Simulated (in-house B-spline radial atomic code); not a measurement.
# Cr⁹⁺: density, ELF and screening along the radius

Aim: the shell structure of Cr⁹⁺ in the radial density, the electron localisation function and the screened nuclear charge, under several settings.

Method: several methods, spin-polarised, as named in each step; spherical all-electron atom at the radial basis limit. Code: in-house B-spline radial atomic code version 1.

## Step 1: What is computed

- element: chromium (Z = 24)
- charge: +9
- electrons: 15
- configuration: [Ne] 3s2 3p3
- nucleus: point (non-relativistic runs) or finite (X2C runs)

Outer shells as boxes (Hund's rule):

[Ne] 3s2 3p3
```
[Ne] core
3s [↑↓]
3p [↑ ][↑ ][↑ ]
```

Where spins are not typed, each open shell is filled with up spins first.

## Step 2: PBE, X2C

Settings of the run:

```ini
Z = 24
electrons = 15.0
configuration = [Ne] 3s2 3p3
hamiltonian = x2c
method = pbe,pbe
spin_polarised = True
nucleus = fermi
rms_radius = 3.6452
mass_number = 52
atomic_mass = 51.940504714
speed_of_light = 137.035999084
```

Command:

```bash
python run_scf.py task.json out
```

task.json lists these runs, among others, and the program works through them in turn.

## Step 3: Hartree-Fock, X2C

Changes to the settings of step 2:

```diff
@@ -4,3 +4,3 @@
 hamiltonian = x2c
-method = pbe,pbe
+method = hf
 spin_polarised = True
```

## Step 4: CAM-B3LYP, X2C

Changes to the settings of step 3:

```diff
@@ -4,3 +4,3 @@
 hamiltonian = x2c
-method = hf
+method = camb3lyp
 spin_polarised = True
```

## Step 5: LDA (PW92), X2C

Changes to the settings of step 4:

```diff
@@ -4,3 +4,3 @@
 hamiltonian = x2c
-method = camb3lyp
+method = lda,pw
 spin_polarised = True
```

## Step 6: LC-ωPBE, X2C

Changes to the settings of step 5:

```diff
@@ -4,3 +4,3 @@
 hamiltonian = x2c
-method = lda,pw
+method = lc_wpbe
 spin_polarised = True
```

**Question.** How large is the system in each run, where do the shell borders lie, and what is the highest level?

**Answer**, as computed:

| run | total energy (hartree) | highest level (eV) | radius holding 50 / 90 / 99 % (bohr) | radius at n = 0.001 (bohr) | ELF minima on the full grid (bohr) |
| --- | --- | --- | --- | --- | --- |
| PBE, X2C | -1020.4235 | -229.42 | 0.294 / 0.938 / 1.43 | 1.94 | 0.11, 0.50 |
| Hartree-Fock, X2C | -1020.0192 | -242.77 | 0.293 / 0.941 / 1.43 | 1.94 | 0.11, 0.50 |
| CAM-B3LYP, X2C | -1020.7142 | -234.23 | 0.294 / 0.939 / 1.43 | 1.94 | 0.11, 0.50 |
| LDA (PW92), X2C | -1018.2692 | -229.15 | 0.294 / 0.939 / 1.43 | 1.94 | 0.11, 0.50 |
| LC-ωPBE, X2C | -1020.4821 | -235.20 | 0.294 / 0.938 / 1.43 | 1.94 | 0.11, 0.50 |

What this shows: In the first run ELF has 2 minima on the grid, which mark the borders between shells. On the record's full grid the screened charge (r times the electrostatic potential) falls from 23.9 near the nucleus to 9.00 at 2.8 bohr; far out it tends to the net charge, 9. The grid is coarse (about 19 % a step), so the places of minima are rough. For X2C runs ELF uses the non-relativistic kinetic energy density, and the fields carry no picture-change correction.
